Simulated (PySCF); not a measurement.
**[TaO2Cl2]−: forces at shaken geometries**

Aim: move all atoms of relaxed [TaO2Cl2]− at random and read energies and forces. The structure is generated, not taken from experiment.

The runs use PySCF 2.14.0; BP86, Ta def2-SVP with ECP60, O def2-SVP, Cl def2-SVP; scalar-relativistic core potentials, no spin–orbit coupling.

4 further runs of the same task are left out: 2 for a known fault of the program, 2 that didn't finish.

## Step 1: The starting structure

5 atoms, charge -1, spin multiplicity 1.

Bond lengths: Ta1–O2 1.773 Å, Ta1–O3 1.773 Å, Ta1–Cl4 2.408 Å, Ta1–Cl5 2.408 Å. Angles: O2–Ta1–O3 106.5°, O2–Ta1–Cl4 109.2°, O2–Ta1–Cl5 109.2°, O3–Ta1–Cl4 109.2°, O3–Ta1–Cl5 109.2°, Cl4–Ta1–Cl5 113.2°.

Geometry (Å):

```xyz
5
charge -1, multiplicity 1
Ta    0.0000    0.0000    0.1611
O     1.0043    1.0043    1.2226
O    -1.0043   -1.0043    1.2226
Cl    1.4215   -1.4215   -1.1640
Cl   -1.4215    1.4215   -1.1640
```

Formal oxidation states: Ta +5. An earlier session relaxed this geometry at BP86, Ta def2-SVP with ECP60, O def2-SVP, Cl def2-SVP (singlet, point group C2v).

Its energy there is -1128.019337 Eh.

## Step 2: Atoms moved at random, σ = 0.06 Å

Contents of run.py (the lines that set the calculation):

```python
mol = gto.M(atom='''
Ta     0.03371     0.07424     0.23416
O      1.02945     1.01367     1.14038
O     -1.02563    -1.05724     1.32583
Cl     1.33952    -1.46964    -1.24998
Cl    -1.37704     1.43897    -1.17221''',
    basis={'Ta': 'def2-SVP', 'O': 'def2-SVP', 'Cl': 'def2-SVP'},
    ecp={'Ta': 'def2-SVP'},
    charge=-1, spin=0)
mf = dft.RKS(mol, xc='B88,P86')
mf.grids.atom_grid = (50, 194)
mf = mf.density_fit()  # fitting sets: Ta def2-universal-JKFIT, O def2-universal-JKFIT, Cl def2-universal-JKFIT
mf.conv_tol = 1e-08; mf.max_cycle = 55
mf.kernel(dm0)  # dm0: the density of the relaxed state
```

The run is started by

```bash
> OMP_NUM_THREADS=2 python run.py
```

## Step 3: Atoms moved at random, σ = 0.06 Å

Contents of run.py (the lines that set the calculation):

```python
mol = gto.M(atom='''
Ta    -0.02655    -0.00124     0.09820
O      1.11770     0.94423     1.26377
O     -1.06705    -1.03101     1.19174
Cl     1.42170    -1.33330    -1.17403
Cl    -1.44580     1.42132    -1.10149''',
    basis={'Ta': 'def2-SVP', 'O': 'def2-SVP', 'Cl': 'def2-SVP'},
    ecp={'Ta': 'def2-SVP'},
    charge=-1, spin=0)
mf = dft.RKS(mol, xc='B88,P86')
mf.grids.atom_grid = (50, 194)
mf = mf.density_fit()  # fitting sets: Ta def2-universal-JKFIT, O def2-universal-JKFIT, Cl def2-universal-JKFIT
mf.conv_tol = 1e-08; mf.max_cycle = 55
mf.kernel(dm0)  # dm0: the density of the relaxed state
```

## Step 4: Atoms moved at random, σ = 0.1 Å

Contents of run.py (the lines that set the calculation):

```python
mol = gto.M(atom='''
Ta     0.02224     0.08330     0.02489
O      0.89949     0.96126     1.16514
O     -0.71007    -0.97199     1.24160
Cl     1.31503    -1.43778    -1.05366
Cl    -1.52669     1.36521    -1.09980''',
    basis={'Ta': 'def2-SVP', 'O': 'def2-SVP', 'Cl': 'def2-SVP'},
    ecp={'Ta': 'def2-SVP'},
    charge=-1, spin=0)
mf = dft.RKS(mol, xc='B88,P86')
mf.grids.atom_grid = (50, 194)
mf = mf.density_fit()  # fitting sets: Ta def2-universal-JKFIT, O def2-universal-JKFIT, Cl def2-universal-JKFIT
mf.conv_tol = 1e-08; mf.max_cycle = 55
mf.kernel(dm0)  # dm0: the density of the relaxed state
```

Before running it: what results should come out? Wanted: for each run, σ; energy rise; harmonic estimate −½ F·u; largest force component.

As calculated:

| σ (Å) | energy rise (eV) | harmonic estimate −½ F·u (eV) | largest force component (eV/Å) |
| --- | --- | --- | --- |
| 0.06 | 0.807 | 0.827 | 7.47 |
| 0.06 | 0.378 | 0.365 | 4.96 |
| 0.1 | 0.802 | 0.820 | 3.44 |

Every displacement raises the energy. For a harmonic well the rise equals −½ F·u; the two differ by at most 4 % here (a move with σ = 0.06 Å), from anharmonicity, the grid and the small forces left at the relaxed point. These are double-zeta-type bases without diffuse functions. Spin–orbit coupling is left out.
